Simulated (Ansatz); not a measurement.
# Ti4Al4N: the cost of one run

Computed with Ansatz 0.2.0 (DFT PBEsol, scalar-relativistic, plane waves, PAW, unless a step's input says otherwise).

2 further runs of the same task are left out: 2 set aside as unsound or not needed.

### Step 1. The system as given

It takes space group Pm (No. 6, monoclinic). Conventional cell: a = 4.912 Å, b = 2.795 Å, c = 23.895 Å, α = 90.00°, β = 90.00°, γ = 90.00°. Ti (site symmetry m) has 3 Ti at 2.80 Å and 6 Al at 2.83 Å as nearest neighbours. Al (site symmetry m) is surrounded by 3 Al at 2.80 Å and 6 Ti at 2.83 Å. Around Ti (site symmetry m) lie 4 Ti at 2.78 to 2.80 Å and 8 Al at 2.83 Å. Al (site symmetry m) has 4 Al at 2.80 Å and 8 Ti at 2.82 to 2.83 Å as nearest neighbours. Ti (site symmetry m) has 4 Ti at 2.71 to 2.80 Å and 8 Al at 2.82 to 2.90 Å as nearest neighbours. Al (site symmetry m) has 8 Ti at 2.77 to 2.83 Å and 4 Al at 2.80 Å as nearest neighbours. Ti (site symmetry m) is surrounded by 3 Ti at 2.71 to 2.80 Å and 6 Al at 2.77 to 2.84 Å. Around Al (site symmetry m) lie 3 Al at 2.80 Å and 6 Ti at 2.82 to 2.90 Å.

Coordinates:

```xyz
8
Lattice="2.7952 0.0000 0.0000 0.0000 4.9117 0.0000 0.0000 0.0000 23.8952" Properties=species:S:1:pos:R:3 pbc="T T T"
Ti    0.0000    1.5907    8.5000
Al    1.3976    4.0465    8.5000
Ti    0.0000    3.1814   10.7984
Al    1.3976    0.7256   10.7984
Ti    0.0000    4.7715   13.0841
Al    1.3976    2.3148   13.1054
Ti    0.0000    1.3983   15.3201
Al    1.3976    3.8448   15.4530
```

Planes are indexed in the bulk's conventional cell (P4/mmm (No. 123)), a = 2.795 Å, b = 2.795 Å, c = 4.039 Å, α = 90.00°, β = 90.00°, γ = 90.00°.

This (101) slab, 6.9 Å thick as cut, with 17 Å of vacuum; its outer planes are TiAl (top) and TiAl (bottom), was relaxed beforehand with its lower half held: -11993.7798 eV, work function 4.38 eV (top face), 4.31 eV (bottom face), dipole along +c -0.005 e·Å per cell.

### Step 2. Start: N, top (Al)

The input, input.yaml:

```yaml
crystal:
  lattice:
    - [2.7951585288, 0.0, 0.0]
    - [0.0, 4.9116529449, 0.0]
    - [0.0, 0.0, 25.8951855544]
  atoms:
    - { symbol: Ti, position: [0.0, 0.3238601733, 0.3282463446] }
    - { symbol: Al, position: [0.5, 0.8238601733, 0.3282463446] }
    - { symbol: Ti, position: [0.0, 0.6477203466, 0.4170039702] }
    - { symbol: Al, position: [0.5, 0.1477203466, 0.4170039702] }
    - { symbol: Ti, position: [0.0, 0.9714621903, 0.5052707063] }
    - { symbol: Al, position: [0.5, 0.471292244, 0.5060950115] }
    - { symbol: Ti, position: [0.0, 0.2846919148, 0.5916209882] }
    - { symbol: Al, position: [0.5, 0.7827906234, 0.596752307] }
    - { symbol: "N", position: [0.5, 0.7827906234, 0.6708973637] }
basis:
  ecutwfc: 420
kpoints:
  mp_grid: { grid: [10, 6, 1] }
hamiltonian:
  xc: pbesol
scf:
  occupations: { method: gaussian, width: 0.1 }
output:
  forces: true
  eigenvalues: true
relax:
  adjacent_minimum: "off"
  f_tol: 0.03
  max_steps: 70
  constraints: [{ sites: [0, 1, 2, 3] }]
efield:
  axis: 3
  dipole_correction: true
```

What time and memory should one allow on 1 thread of an Arm CPU, shared host?

About 9.6 min, with a peak of 0.63 GiB.
